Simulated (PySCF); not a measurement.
# C7H7S+: reorganisation energies

Wanted: reorganisation energies for C7H7S+ (`C=Cc1cc[s+]cc1`).

Computed with PySCF 2.14.0 and routines of our own; the level stands in each step. Atoms count from 0.

## 1. The starting structure

15 atoms, charge 1, multiplicity 1; geometry from: GFN2-xTB.

## 2. Geometry optimisation at PBE0/def2-SV(P)

What the job is given:

```
{"job": {"xc": "PBE0", "basis": "def2-SV(P)", "grid": 1, "kind": "geom"}, "charge": 1, "multiplicity": 1}
C     -2.307001    -1.195346     0.336081
C     -1.669274    -0.096777    -0.082489
C     -0.242056     0.122677    -0.070307
C      0.667532    -0.844014     0.405072
C      2.020076    -0.673413     0.431075
S      2.841903     0.716669    -0.096981
C      1.557854     1.703638    -0.608009
C      0.240197     1.356368    -0.557280
H     -3.380597    -1.256227     0.282070
H     -1.808889    -2.060455     0.740188
H     -2.252900     0.725518    -0.474436
H      0.278974    -1.782135     0.773964
H      2.668769    -1.451195     0.806782
H      1.864293     2.665513    -0.992381
H     -0.483295     2.077169    -0.915263
```

Run with:

```bash
$ OMP_NUM_THREADS=1 python excited_run.py task.json out
```

One launch serves the whole session: the jobs run in the order shown.

Output:

```text
step   0  E = -668.05819240  max force = 0.013883
step   1  E = -668.05986566  max force = 0.001630
step   2  E = -668.05987977  max force = 0.000226
optimisation converged
```

Wall time 9.2 s (1 thread of AMD EPYC 9R45, shared host); peak memory 0.61 GiB.

Along the way:

| step | energy from step 0 (eV) | largest force component (eV/Å) |
| --- | --- | --- |
| 0 | 0.0000 | 0.7139 |
| 1 | -0.0455 | 0.0838 |
| 2 | -0.0459 | 0.0116 |

Close pairs (by a distance rule), those that changed most:

| bond | before (Å) | after (Å) | change (Å) |
| --- | --- | --- | --- |
| C0–H9 | 1.077 | 1.096 | +0.019 |
| C0–H8 | 1.077 | 1.095 | +0.019 |
| C6–H13 | 1.080 | 1.096 | +0.016 |
| C4–H12 | 1.080 | 1.096 | +0.016 |
| C1–H10 | 1.082 | 1.096 | +0.014 |
| C3–H11 | 1.080 | 1.093 | +0.013 |
| C7–H14 | 1.082 | 1.095 | +0.012 |
| C6–C7 | 1.364 | 1.374 | +0.011 |

The final coordinates are the input of the step that follows.

| at the end point | value |
| --- | --- |
| point group (found at 0.08 Å tolerance) | Cs |
| rotational constants (GHz, main isotopes) | 4.666, 1.148, 0.921 |

## 3. Relaxation after adding or removing an electron (C7H7S radical): UKS PBE0/def2-SV(P)

What the job is given:

```
{"job": {"kind": "ionopt", "ions": [-1], "xc": "PBE0", "basis": "def2-SV(P)", "grid": 1}, "charge": 0, "multiplicity": 2}
C     -2.416954    -1.136020     0.313441
C     -1.778697    -0.027737    -0.107770
C     -0.341693     0.191195    -0.093658
C      0.572266    -0.780477     0.383843
C      1.933582    -0.606680     0.411228
S      2.746416     0.782911    -0.115242
C      1.475447     1.774389    -0.626616
C      0.145922     1.429486    -0.579594
H     -3.509316    -1.196753     0.258450
H     -1.903984    -2.013857     0.722305
H     -2.377103     0.800949    -0.502127
H      0.193361    -1.734872     0.758643
H      2.598473    -1.390571     0.790973
H      1.797433     2.747925    -1.013389
H     -0.576057     2.167224    -0.944037
```

Method: UKS PBE0/def2-SV(P) geometry optimisation of the ion from the geometry of its parent, gas phase.

Output:

```text
step       E/Eh        max force   <S^2>
  0    -668.27793891   0.046925   0.7963
  1    -668.28373378   0.005455   0.7978
  2    -668.28388044   0.003272   0.7983
  3    -668.28407980   0.002985   0.7981
  4    -668.28416417   0.002587   0.7980
  5    -668.28419500   0.001563   0.7980
  6    -668.28421582   0.000419   0.7981
  7    -668.28422072   0.000625   0.7982
  8    -668.28422503   0.000209   0.7981
optimisation converged
```

It took 44 s on 1 thread of AMD EPYC 9R45, shared host; peak memory 0.59 GiB.

Key values:

| quantity | value |
| --- | --- |
| geometry moved (RMSD) | 0.029 Å |
| ⟨S²⟩ | 0.798 |

Bonds of the start that changed most:

```csv
bond,start (Å),end (Å)
S5–C6,1.691,1.742
C4–S5,1.694,1.742
C2–C3,1.417,1.435
C1–C2,1.454,1.437
C3–C4,1.373,1.358
C6–C7,1.374,1.363
```

Mulliken spin populations:

C0 0.44; C1 -0.24; C2 0.48; C3 -0.16; C4 0.24; S5 0.18; C6 0.31; C7 -0.20; H8 -0.02; H9 -0.02; H10 0.01; H11 0.01; H12 -0.01; H13 -0.02; H14 0.01

## 4. Reorganisation energies: UKS PBE0/def2-SV(P)

The job, as its differences from that of step 3:

```diff
@@ -1,2 +1,2 @@
-{"job": {"kind": "ionopt", "ions": [-1], "xc": "PBE0", "basis": "def2-SV(P)", "grid": 1}, "charge": 0, "multiplicity": 2}
+{"job": {"kind": "reorg", "ions": [-1], "xc": "PBE0", "basis": "def2-SV(P)", "grid": 1}, "charge": 1, "multiplicity": 1}
 C     -2.416954    -1.136020     0.313441
```

Level: UKS PBE0/def2-SV(P) four-point reorganisation energy, gas phase.

Output:

```text
final grid: 59880 points
cycle   1  E = -668.0323490599  dE =  1.498e+00  |g| = 2.847e-01  |ddm| = 4.464e+00
cycle   2  E = -667.9874655278  dE =  4.488e-02  |g| = 4.578e-01  |ddm| = 1.010e+00
cycle   3  E = -668.0582040601  dE = -7.074e-02  |g| = 7.084e-02  |ddm| = 6.807e-01
cycle   4  E = -668.0594674860  dE = -1.263e-03  |g| = 4.015e-02  |ddm| = 1.258e-01
cycle   5  E = -668.0598600837  dE = -3.926e-04  |g| = 8.265e-03  |ddm| = 4.372e-02
cycle   6  E = -668.0598741082  dE = -1.402e-05  |g| = 4.405e-03  |ddm| = 1.213e-02
cycle   7  E = -668.0598796892  dE = -5.581e-06  |g| = 5.024e-04  |ddm| = 5.597e-03
cycle   8  E = -668.0598797472  dE = -5.800e-08  |g| = 2.847e-04  |ddm| = 9.793e-04
cycle   9  E = -668.0598797683  dE = -2.115e-08  |g| = 6.957e-05  |ddm| = 3.700e-04
cycle  10  E = -668.0598797694  dE = -1.075e-09  |g| = 4.262e-05  |ddm| = 1.265e-04
cycle  11  E = -668.0598797699  dE = -5.252e-10  |g| = 1.079e-05  |ddm| = 5.186e-05
converged SCF energy = -668.0598797699

electron transfer: vertical 6.0079 eV, relaxation of the ion converged
  adiabatic 6.1047 eV, lambda(ion) 0.0968, lambda(parent) 0.0945, total 0.1913 eV
```

Wall time 1.8 s (1 thread of AMD EPYC 9R45, shared host); peak memory 0.58 GiB.

## 5. What came out

| quantity | value |
| --- | --- |
| point group | Cs |
| rotational constants (main isotopes) | 4.67, 1.15, 0.92 GHz |
| geometry moved (RMSD) (step 3, UKS PBE0/def2-SV(P)) | 0.029 Å |
| electron reorganisation energy (step 4, UKS PBE0/def2-SV(P)) | 0.1913 eV |

What this shows: Over 2 steps the energy fell by 0.046 eV; of the close pairs, C0–H9 changed most, 1.077 to 1.096 Å. In step 3 (relaxation after adding or removing an electron), among the bonds S5–C6 changes most, from 1.691 to 1.742 Å.
